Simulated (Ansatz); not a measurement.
Relaxation of a periodic cell of 22 atoms, BH3C18 (surface graphene monolayer, adsorbate BH3), to a largest force component of 0.03 eV/Å in at most 60 steps.

Theory: Ansatz 0.2.0, DFT PBE, scalar-relativistic, plane waves, PAW. Settings: PAW set soft_1, cutoff 420 eV, k mesh 2x2x1, fermi-dirac smearing 0.05 eV, no spin polarisation.

```xyz
22
Lattice="7.3980 0.0000 0.0000 -3.6990 6.4069 0.0000 0.0000 0.0000 12.0000" Properties=species:S:1:pos:R:3:forces:R:3
C 0.000 0.000 1.000 1.22 1.40 -2.31
C 1.233 0.712 1.000 0.93 -2.59 -2.45
C -1.233 2.136 1.000 0.13 -0.05 -0.11
C 0.000 2.847 1.000 -2.52 1.39 -1.25
C -2.466 4.271 1.000 2.13 -1.06 -1.32
C -1.233 4.983 1.000 -0.70 -0.65 -0.31
C 2.466 0.000 1.000 0.34 0.51 -0.04
C 3.699 0.712 1.000 -0.49 -0.02 0.03
C 1.233 2.136 1.000 0.72 0.07 -0.22
C 2.466 2.847 1.000 1.62 0.99 -0.09
C 0.000 4.271 1.000 0.31 -0.12 0.05
C 1.233 4.983 1.000 -0.31 -0.16 -0.17
C 4.932 0.000 1.000 0.76 0.26 0.01
C 6.165 0.712 1.000 -2.03 0.38 -1.08
C 3.699 2.136 1.000 -0.36 0.12 -0.02
C 4.932 2.847 1.000 -0.01 0.47 -0.07
C 2.466 4.271 1.000 -0.99 -0.88 -0.27
C 3.699 4.983 1.000 -1.10 -0.90 -0.35
B 3.699 5.695 2.460 2.48 0.92 4.11
H 4.521 8.305 1.980 0.30 0.31 3.27
H 4.722 5.087 2.838 -1.18 0.87 0.96
H 3.715 6.885 2.838 -1.26 -1.27 1.63
```

Task: Where does it end, and by what steps?

Result: It converged. Limits of this set-up: coarse k mesh, slab without dipole correction. After 13 steps the energy has fallen by 3.946 eV; H22 moved furthest, 1.52 Å.

```
step  energy less start (eV)  largest force component (eV/Å)  accepted
   0                  0.0000                           4.109       yes
   1                 -1.5708                           2.132       yes
   2                 -2.7249                           1.458       yes
   3                 -3.3045                           1.203       yes
   4                 -3.6341                           0.857       yes
   5                 -3.8212                           0.436       yes
   6                 -3.8813                           0.172       yes
   7                 -3.8983                           0.209       yes
   8                 -3.9236                           0.229       yes
   9                 -3.9333                           0.406       yes
  10                 -3.9419                           0.189       yes
  11                 -3.9400                           0.299        no
  12                 -3.9457                           0.033       yes
  13                 -3.9457                           0.020       yes
```

```xyz
22
Lattice="7.3980 0.0000 0.0000 -3.6990 6.4069 0.0000 0.0000 0.0000 12.0000" Properties=species:S:1:pos:R:3
C 0.023 0.033 1.011
C 1.265 0.712 1.015
C -1.208 2.163 0.853
C -0.004 2.881 0.938
C -2.429 4.281 0.826
C -1.211 5.002 0.799
C 2.484 0.024 0.878
C 3.714 0.741 0.891
C 1.253 2.167 1.349
C 2.506 2.885 0.968
C 0.015 4.284 0.856
C 1.246 5.008 0.919
C 4.951 0.022 0.892
C 6.168 0.743 0.917
C 3.716 2.165 0.875
C 4.954 2.871 0.798
C 2.475 4.274 0.939
C 3.724 4.988 0.995
B 3.775 5.659 2.603
H 4.953 8.606 2.473
H 4.835 5.540 3.135
H 2.741 5.771 3.186
```

Whether the end is a true minimum wasn't checked by a vibrational analysis.

Time of the run: 2.3 min on 1 thread of Arm Neoverse V1, on a shared host, peak memory 0.69 GiB.
